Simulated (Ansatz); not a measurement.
# CH₆OSi₂: basis-set convergence

An exercise on one series of results from a longer session: the logs are not shown, and one member is left open.

Program: Ansatz 0.2.0, Gaussian basis. Level of theory: one geometry, several basis sets. These are calculated values, not measurements.

Plan: PBE0-D4/def2-SVP; ωB97M-V/def2-SVP; PBE0-D4/def2-QZVPP; ωB97M-V/def2-QZVPP; the functionals' def2-TZVPP values are taken from earlier runs.

## The relaxed structure

An earlier PBE0-D4 in a triple-zeta def2 set relaxation fixed the geometry.

SMILES `[SiH3]C1O[SiH2]1`, 10 atoms, charge 0, spin multiplicity 1.

Atoms are counted from 1 here; the program's logs count them from 0.

Bond lengths: Si1–C2 1.866 Å, Si1–H5 1.488 Å, Si1–H6 1.487 Å, Si1–H7 1.486 Å, C2–O3 1.495 Å, C2–Si4 1.810 Å, C2–H8 1.092 Å, O3–Si4 1.659 Å, Si4–H9 1.478 Å, Si4–H10 1.478 Å. Angles: C2–Si1–H5 108.6°, C2–Si1–H6 111.6°, C2–Si1–H7 109.2°, H5–Si1–H6 109.0°, H5–Si1–H7 109.5°, H6–Si1–H7 108.9°, Si1–C2–O3 114.1°, Si1–C2–Si4 123.3°, Si1–C2–H8 116.7°, O3–C2–Si4 59.4°, O3–C2–H8 111.5°, Si4–C2–H8 116.9°, C2–O3–Si4 69.8°, C2–Si4–O3 50.8°, C2–Si4–H9 121.8°, C2–Si4–H10 121.5°, O3–Si4–H9 117.2°, O3–Si4–H10 116.6° and more.

Set-up of the first run:

in.yaml

```yaml
crystal:
  periodic: [false, false, false]
  atoms:
    - {symbol: Si, position_ang: [-0.128802, 1.521376, 0.272078]}
    - {symbol: C, position_ang: [-0.252149, -0.319140, 0.552737]}
    - {symbol: O, position_ang: [1.069743, -1.014605, 0.624569]}
    - {symbol: Si, position_ang: [0.212647, -1.548218, -0.692110]}
    - {symbol: H, position_ang: [-1.498036, 2.060905, 0.052111]}
    - {symbol: H, position_ang: [0.482194, 2.212731, 1.438385]}
    - {symbol: H, position_ang: [0.704794, 1.777568, -0.931617]}
    - {symbol: H, position_ang: [-0.921933, -0.650598, 1.348451]}
    - {symbol: H, position_ang: [0.710017, -1.156108, -2.027391]}
    - {symbol: H, position_ang: [-0.295573, -2.935210, -0.634314]}
basis:
  gaussian: {orbitals: def2-SVP}
hamiltonian: {xc: pbe0, dispersion: d4}
output: {orbitals: {seedname: orbitals}}
```

The run is started by

```bash
$ ansatz run in.yaml --threads 2 --pin off --events-out ev --progress --plain --max-ram 4352MiB
```

Among the steps run: PBE0-D4 in def2-SVP; ωB97M-V in def2-SVP; PBE0-D4 in def2-QZVPP; ωB97M-V in def2-QZVPP.

One of the session's tables, all rows but one given; the rest of the session is left out.

```
functional       basis  HOMO (eV)
   PBE0-D4    def2-SVP      -7.64
   PBE0-D4  def2-TZVPP      -7.67
   PBE0-D4  def2-QZVPP      -7.69
   ωB97M-V    def2-SVP      -9.82
   ωB97M-V  def2-TZVPP      -9.88
   ωB97M-V  def2-QZVPP          ?
```

**Question.** Estimate the row for ωB97M-V, def2-QZVPP.

The run gave: HOMO (eV): -9.90. In the column «HOMO (eV)» it is the lowest.
